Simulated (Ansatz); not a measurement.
# CH8AlClN2: the cost of one run

Method: RKS B3LYP-D4/def2-SVP, in Ansatz 0.2.0.

## 1. The starting structure

Bond lengths: Al1–N2 2.240 Å, Al1–C3 1.981 Å, Al1–N4 1.773 Å, Al1–Cl6 2.603 Å, N2–H7 1.012 Å, N2–H8 1.012 Å, C3–H9 1.092 Å, C3–H10 1.093 Å, C3–H11 1.093 Å, N4–H12 1.013 Å, N4–H13 1.011 Å. Angles (14 of 18 angles, heavy atoms first): N2–Al1–C3 111.0°, N2–Al1–N4 108.0°, N2–Al1–Cl6 76.2°, C3–Al1–N4 132.9°, C3–Al1–Cl6 109.2°, N4–Al1–Cl6 104.9°, Al1–N2–H7 127.0°, Al1–N2–H8 121.4°, Al1–C3–H9 111.9°, Al1–C3–H10 111.3°, Al1–C3–H11 112.3°, Al1–N4–H12 123.0°, Al1–N4–H13 128.8°, H7–N2–H8 109.6°.

Structure file:

```xyz
13

Al   -0.2787    0.0571   -0.3095
N     1.6349    0.3287    0.8228
C    -1.2106   -1.5962    0.2583
N    -0.1075    0.8684   -1.8769
H     0.7613    1.2008    1.3299
Cl   -0.8190    1.9660    1.3755
H     1.9705   -0.2333    1.5942
H     2.3971    0.8790    0.4469
H    -1.4030   -2.2656   -0.5829
H    -0.6197   -2.1538    0.9899
H    -2.1752   -1.3885    0.7285
H    -0.0463    1.8746   -1.9733
H    -0.1039    0.4627   -2.8032
```

## 2. Pulling towards end A

Springs on the bonds that form and break draw the guess towards this end; the thresholds are loose.

Contents of input.yaml:

```yaml
crystal:
  periodic: [false, false, false]
  atoms:
    - { symbol: Al, position_ang: [-0.2787, 0.0571, -0.3095] }
    - { symbol: "N", position_ang: [1.6349, 0.3287, 0.8228] }
    - { symbol: C, position_ang: [-1.2106, -1.5962, 0.2583] }
    - { symbol: "N", position_ang: [-0.1075, 0.8684, -1.8769] }
    - { symbol: H, position_ang: [0.7613, 1.2008, 1.3299] }
    - { symbol: Cl, position_ang: [-0.819, 1.966, 1.3755] }
    - { symbol: H, position_ang: [1.9705, -0.2333, 1.5942] }
    - { symbol: H, position_ang: [2.3971, 0.879, 0.4469] }
    - { symbol: H, position_ang: [-1.403, -2.2656, -0.5829] }
    - { symbol: H, position_ang: [-0.6197, -2.1538, 0.9899] }
    - { symbol: H, position_ang: [-2.1752, -1.3885, 0.7285] }
    - { symbol: H, position_ang: [-0.0463, 1.8746, -1.9733] }
    - { symbol: H, position_ang: [-0.1039, 0.4627, -2.8032] }
basis:
  gaussian: { orbitals: def2-SVP }
hamiltonian:
  xc: b3lyp
  dispersion: d4
relax:
  f_tol: 0.15
  max_steps: 25
  restrain:
    - { distance: [0, 5], at: 3.53, k: 30.0 }
    - { distance: [4, 1], at: 2.32, k: 30.0 }
    - { distance: [0, 1], at: 1.92, k: 30.0 }
    - { distance: [4, 5], at: 1.33, k: 30.0 }
output:
  orbitals: {}
```

The run is started by

```sh
$ ansatz run input.yaml --threads 2 --pin off --max-ram 3072MiB --backend cpu --events-out ev --progress --plain --runs-dir out
```

**Question.** How long does this run take on 2 threads of Arm Neoverse V2, shared host, and how much memory does it need?

About 35 s, with a peak of 0.28 GiB.
